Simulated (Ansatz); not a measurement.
# C₃H₅BS: up Jacob's ladder to CCSD(T)

One table from this session's results is given with a row withheld; the runs are named, their logs left out.

Computed with Ansatz 0.2.0, Gaussian basis. Level: functionals in def2-TZVPP, the program's frozen cores in correlated methods.

The runs, in order: LDA (SPW92), PBE-D4, revPBE-D4, BLYP-D4, r2SCAN-D4, B97M-V, PBE0-D4, B3LYP-D4, r2SCANh-D4, r2SCAN0-D4, HSE06-D4, BHLYP-D4, CAM-B3LYP-D4, LC-ωPBE, ωB97X-V, ωB97M-V, B2PLYP, PBE-QIDH; CCSD(T)/def2-SVP; CCSD(T)/def2-TZVPP; MP2/def2-QZVPP; extrapolation to the limit; RPA on PBE.

## Structure used throughout

The geometry comes from an earlier relaxation with PBE0-D4 in a triple-zeta def2 set; it is a stationary point, not always the lowest conformer.

SMILES `BC1=C(S)C1`, 10 atoms, charge 0, spin multiplicity 1.

Atoms are counted from 1 here; the program's logs count them from 0.

Bond lengths: B1–C2 1.501 Å, B1–H6 1.198 Å, B1–H7 1.195 Å, C2–C3 1.320 Å, C2–C5 1.518 Å, C3–S4 1.683 Å, C3–C5 1.476 Å, S4–H8 1.347 Å, C5–H9 1.090 Å, C5–H10 1.090 Å. Angles: C2–B1–H6 118.9°, C2–B1–H7 121.2°, H6–B1–H7 119.9°, B1–C2–C3 147.7°, B1–C2–C5 150.0°, C3–C2–C5 62.2°, C2–C3–S4 153.1°, C2–C3–C5 65.5°, S4–C3–C5 141.4°, C3–S4–H8 97.3°, C2–C5–C3 52.3°, C2–C5–H9 119.8°, C2–C5–H10 119.8°, C3–C5–H9 118.6°, C3–C5–H10 118.6°, H9–C5–H10 114.1°.

Geometry (Å):

```xyz
10

B    -0.77556    1.59006   -0.37124
C     0.06064    0.37115   -0.11134
C     0.10113   -0.89957    0.24312
S    -0.61036   -2.34775    0.72327
C     1.41882   -0.30502   -0.05649
H    -1.96317    1.51759   -0.23256
H    -0.27777    2.62208   -0.71142
H    -1.88733   -1.91767    0.73030
H     1.92064   -0.58799   -0.98153
H     2.09605   -0.09398    0.77080
```

Set-up of the first run:

in.yaml

```yaml
crystal:
  periodic: [false, false, false]
  atoms:
    - {symbol: B, position_ang: [-0.775561, 1.590062, -0.371240]}
    - {symbol: C, position_ang: [0.060637, 0.371151, -0.111336]}
    - {symbol: C, position_ang: [0.101134, -0.899572, 0.243118]}
    - {symbol: S, position_ang: [-0.610356, -2.347755, 0.723266]}
    - {symbol: C, position_ang: [1.418823, -0.305019, -0.056492]}
    - {symbol: H, position_ang: [-1.963173, 1.517589, -0.232561]}
    - {symbol: H, position_ang: [-0.277770, 2.622084, -0.711422]}
    - {symbol: H, position_ang: [-1.887327, -1.917674, 0.730295]}
    - {symbol: H, position_ang: [1.920639, -0.587992, -0.981527]}
    - {symbol: H, position_ang: [2.096054, -0.093975, 0.770800]}
basis:
  gaussian: {orbitals: def2-TZVPP}
hamiltonian: {xc: lda}
output: {orbitals: {seedname: orbitals}}
```

Launch:

```bash
$ ansatz run in.yaml --threads 2 --pin off --events-out ev --progress --plain --max-ram 4352MiB
```

Steps of the session up to this table: LDA; PBE-D4 (GGA); revPBE-D4 (GGA); BLYP-D4 (GGA); r2SCAN-D4 (meta-GGA); B97M-V (meta-GGA); PBE0-D4 (hybrid); B3LYP-D4 (hybrid); r2SCANh-D4 (hybrid); r2SCAN0-D4 (hybrid); HSE06-D4 (hybrid); BHLYP-D4 (hybrid); CAM-B3LYP-D4 (range-separated); LC-ωPBE (range-separated); ωB97X-V (range-separated); ωB97M-V (range-separated); B2PLYP (double hybrid); PBE-QIDH (double hybrid).

One of the session's tables, all rows but one given; the rest of the session is left out.

It belongs to the step «Orbital energies across the functionals». 

| functional | HOMO (eV) | LUMO (eV) | gap (eV) |
| --- | --- | --- | --- |
| LDA (SPW92) | -6.19 | -3.26 | 2.93 |
| PBE-D4 | -6.04 | -3.03 | 3.02 |
| revPBE-D4 | -5.98 | -2.94 | 3.05 |
| BLYP-D4 | -5.87 | -2.85 | 3.02 |
| r2SCAN-D4 | -6.18 | -2.81 | 3.37 |
| B97M-V | ? | ? | ? |
| PBE0-D4 | -7.00 | -2.18 | 4.82 |
| B3LYP-D4 | -6.79 | -2.34 | 4.46 |
| r2SCANh-D4 | -6.55 | -2.51 | 4.04 |
| r2SCAN0-D4 | -7.10 | -2.05 | 5.06 |
| HSE06-D4 | -6.61 | -2.55 | 4.06 |
| BHLYP-D4 | -7.82 | -1.16 | 6.66 |
| CAM-B3LYP-D4 | -8.17 | -1.12 | 7.06 |
| LC-ωPBE | -9.44 | -0.08 | 9.36 |
| ωB97X-V | -9.11 | -0.11 | 9.00 |
| ωB97M-V | -9.01 | -0.24 | 8.76 |

Q: Estimate the row for B97M-V from the others.

**Answer.** HOMO (eV): -6.22; LUMO (eV): -2.79; gap (eV): 3.43. In the column «HOMO (eV)» it lies between r2SCANh-D4 (-6.55) and LDA (SPW92) (-6.19).
